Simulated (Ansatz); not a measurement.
**CH₄FISi: small, medium and large basis sets**

The task here is to estimate one member of a computed series from the others.

Computed with Ansatz 0.2.0, Gaussian basis. Level: one geometry, several basis sets.

Levels to be run: PBE0-D4/def2-SVP; ωB97M-V/def2-SVP; PBE0-D4/def2-QZVPP; ωB97M-V/def2-QZVPP; the functionals' def2-TZVPP values are taken from earlier runs.

### The geometry

All runs share one geometry, relaxed beforehand with PBE0-D4 in a triple-zeta def2 set. I takes the def2 core potential; no spin-orbit term is included.

SMILES `C[SiH](F)I`, 8 atoms, charge 0, spin multiplicity 1.

Atoms are counted from 1 here; the program's logs count them from 0.

Bond lengths: C1–Si2 1.847 Å, C1–H5 1.092 Å, C1–H6 1.092 Å, C1–H7 1.094 Å, Si2–F3 1.596 Å, Si2–I4 2.435 Å, Si2–H8 1.479 Å. Angles: Si2–C1–H5 110.3°, Si2–C1–H6 110.7°, Si2–C1–H7 109.9°, H5–C1–H6 108.5°, H5–C1–H7 108.7°, H6–C1–H7 108.8°, C1–Si2–F3 109.4°, C1–Si2–I4 110.6°, C1–Si2–H8 113.8°, F3–Si2–I4 107.9°, F3–Si2–H8 107.4°, I4–Si2–H8 107.6°.

Coordinates:

```
C    -0.1684    0.9932    0.1864
Si    0.3345   -0.7412   -0.1990
F     1.2739   -1.2918    0.9681
I    -1.6192   -2.1888   -0.3333
H    -0.8026    1.3889   -0.6099
H    -0.7255    1.0338    1.1244
H     0.7181    1.6270    0.2756
H     1.0814   -0.8782   -1.4682
```

The first run:

Contents of in.yaml:

```yaml
crystal:
  periodic: [false, false, false]
  atoms:
    - {symbol: C, position_ang: [-0.168433, 0.993156, 0.186438]}
    - {symbol: Si, position_ang: [0.334538, -0.741250, -0.199031]}
    - {symbol: F, position_ang: [1.273854, -1.291777, 0.968115]}
    - {symbol: I, position_ang: [-1.619225, -2.188759, -0.333322]}
    - {symbol: H, position_ang: [-0.802586, 1.388923, -0.609857]}
    - {symbol: H, position_ang: [-0.725450, 1.033834, 1.124409]}
    - {symbol: H, position_ang: [0.718144, 1.627012, 0.275619]}
    - {symbol: H, position_ang: [1.081359, -0.878239, -1.468170]}
basis:
  gaussian: {orbitals: def2-SVP}
hamiltonian: {xc: pbe0, dispersion: d4}
output: {orbitals: {seedname: orbitals}}
```

The run is started by

```console
> ansatz run in.yaml --threads 4 --pin off --events-out ev --progress --plain --max-ram 10444MiB
```

Steps of the session up to this table: PBE0-D4 in def2-SVP; ωB97M-V in def2-SVP; PBE0-D4 in def2-QZVPP; ωB97M-V in def2-QZVPP.

One of the session's tables, all rows but one given; the rest of the session is left out.

It belongs to the step «Density functionals: the series». 

```
functional       basis  HOMO (eV)  LUMO (eV)
   PBE0-D4    def2-SVP      -7.68       0.04
   PBE0-D4  def2-TZVPP      -7.75      -0.16
   PBE0-D4  def2-QZVPP      -7.77      -0.26
   ωB97M-V    def2-SVP      -9.79       2.04
   ωB97M-V  def2-TZVPP      -9.88       1.68
   ωB97M-V  def2-QZVPP          ?          ?
```

**Question.** Estimate the row for ωB97M-V, def2-QZVPP.

The run gave: HOMO (eV): -9.90; LUMO (eV): 1.37. In the column «HOMO (eV)» it is the lowest.
